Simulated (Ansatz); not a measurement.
# CH4ClFSn: small, medium and large basis sets

An exercise on one series of results from a longer session: the logs are not shown, and one member is left open.

Method: one geometry, several basis sets; program: Ansatz 0.2.0, Gaussian basis.

Plan: PBE0-D4/def2-SVP; ωB97M-V/def2-SVP; PBE0-D4/def2-QZVPP; ωB97M-V/def2-QZVPP; the functionals' def2-TZVPP values are taken from earlier runs.

## Structure used throughout

An earlier PBE0-D4 in a triple-zeta def2 set relaxation fixed the geometry. Sn takes the def2 core potential; no spin-orbit term is included.

SMILES `[CH3][SnH]([F])[Cl]`, 8 atoms, charge 0, spin multiplicity 1.

Atoms are counted from 1 here; the program's logs count them from 0.

Bond lengths: C1–Sn2 2.114 Å, C1–H5 1.089 Å, C1–H6 1.090 Å, C1–H7 1.089 Å, Sn2–F3 1.919 Å, Sn2–Cl4 2.320 Å, Sn2–H8 1.699 Å. Angles: Sn2–C1–H5 108.0°, Sn2–C1–H6 109.5°, Sn2–C1–H7 109.8°, H5–C1–H6 109.8°, H5–C1–H7 109.7°, H6–C1–H7 109.9°, C1–Sn2–F3 105.9°, C1–Sn2–Cl4 109.0°, C1–Sn2–H8 122.6°, F3–Sn2–Cl4 104.5°, F3–Sn2–H8 105.4°, Cl4–Sn2–H8 108.0°.

The first run:

Input file in.yaml:

```yaml
crystal:
  periodic: [false, false, false]
  atoms:
    - {symbol: C, position_ang: [-0.274081, 1.144825, 0.187290]}
    - {symbol: Sn, position_ang: [0.291330, -0.825624, -0.328324]}
    - {symbol: F, position_ang: [1.796050, -1.250305, 0.784168]}
    - {symbol: Cl, position_ang: [-1.370120, -2.291780, 0.359074]}
    - {symbol: H, position_ang: [-0.471735, 1.169486, 1.258052]}
    - {symbol: H, position_ang: [0.536400, 1.831718, -0.054551]}
    - {symbol: H, position_ang: [-1.174024, 1.424959, -0.359030]}
    - {symbol: H, position_ang: [0.758382, -1.260479, -1.902480]}
basis:
  gaussian: {orbitals: def2-SVP}
hamiltonian: {xc: pbe0, dispersion: d4}
output: {orbitals: {seedname: orbitals}}
```

Started as:

```sh
> ansatz run in.yaml --threads 4 --pin off --events-out ev --progress --plain --max-ram 10444MiB
```

Among the steps run: PBE0-D4 in def2-SVP; ωB97M-V in def2-SVP; PBE0-D4 in def2-QZVPP; ωB97M-V in def2-QZVPP.

One table of the session follows, with a row left open; its other results are not shown here.

It belongs to the step «Density functionals: the series». 

| functional | basis | HOMO (eV) |
| --- | --- | --- |
| PBE0-D4 | def2-SVP | -8.61 |
| PBE0-D4 | def2-TZVPP | -8.77 |
| PBE0-D4 | def2-QZVPP | -8.79 |
| ωB97M-V | def2-SVP | ? |
| ωB97M-V | def2-TZVPP | -10.97 |
| ωB97M-V | def2-QZVPP | -10.99 |

Estimate the missing values for ωB97M-V, def2-SVP.

**Answer.** HOMO (eV): -10.78. In the column «HOMO (eV)» it lies between ωB97M-V, def2-TZVPP (-10.97) and PBE0-D4, def2-QZVPP (-8.79).
